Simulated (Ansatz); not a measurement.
# Si3Ru: the cost of one run

Program: Ansatz 0.2.0. Level of theory: DFT PBE, scalar-relativistic, plane waves, PAW. These are calculated values, not measurements.

### 1 The system as given

The structure is cubic, space group Fm-3m (No. 225). The conventional cell has a = 5.936 Å, b = 5.936 Å, c = 5.936 Å, α = 90.00°, β = 90.00°, γ = 90.00°. Si (site symmetry -43m) has 4 Si at 2.57 Å and 4 Ru at 2.57 Å as nearest neighbours. Around Si (site symmetry m-3m) lie 8 Si at 2.57 Å. Ru (site symmetry m-3m) is surrounded by 8 Si at 2.57 Å.

As a file:

```cif
data_structure
_symmetry_space_group_name_H-M 'P 1'
_symmetry_Int_Tables_number 1
_cell_length_a 4.1971
_cell_length_b 4.1971
_cell_length_c 4.1971
_cell_angle_alpha 60.000
_cell_angle_beta 60.000
_cell_angle_gamma 60.000
_cell_volume 52.28
loop_
_atom_site_label
_atom_site_type_symbol
_atom_site_fract_x
_atom_site_fract_y
_atom_site_fract_z
_atom_site_occupancy
Si1 Si 0.25000 0.25000 0.25000 1
Si2 Si 0.75000 0.75000 0.75000 1
Si3 Si 0.50000 0.50000 0.50000 1
Ru1 Ru 0.00000 0.00000 0.00000 1
```

Recipe of the guess: species swapped into a database cell of Mn3Re (Fm-3m, No. 225), with Si on the Mn sites and Ru on the Re sites. Its size is a rough estimate.

### 2 The guess as it stands, on a coarse mesh

Contents of input.yaml:

```yaml
crystal:
  lattice:
    - [0.0, 2.96776699, 2.96776699]
    - [2.96776699, 0.0, 2.96776699]
    - [2.96776699, 2.96776699, 0.0]
  atoms:
    - { symbol: Si, position: [0.25, 0.25, 0.25] }
    - { symbol: Si, position: [0.75, 0.75, 0.75] }
    - { symbol: Si, position: [0.5, 0.5, 0.5] }
    - { symbol: Ru, position: [0.0, 0.0, 0.0] }
basis:
  ecutwfc: 420
kpoints:
  mp_grid: { grid: [6, 6, 6] }
hamiltonian:
  xc: pbe
scf:
  occupations: { method: gaussian, width: 0.1 }
  lower_state_search: "off"
output:
  forces: true
  stress: true
  eigenvalues: true
```

Command:

```sh
ansatz run input.yaml --threads 1 --pin off --max-ram 2560MiB --backend cpu --events-out ev --progress --plain --runs-dir out
```

Q: Estimate wall time and peak memory on 1 thread of Intel Xeon Platinum 8259CL at 2.50GHz (Skylake/Cascade Lake), shared host.

About 1.4 s, with a peak of 0.36 GiB.
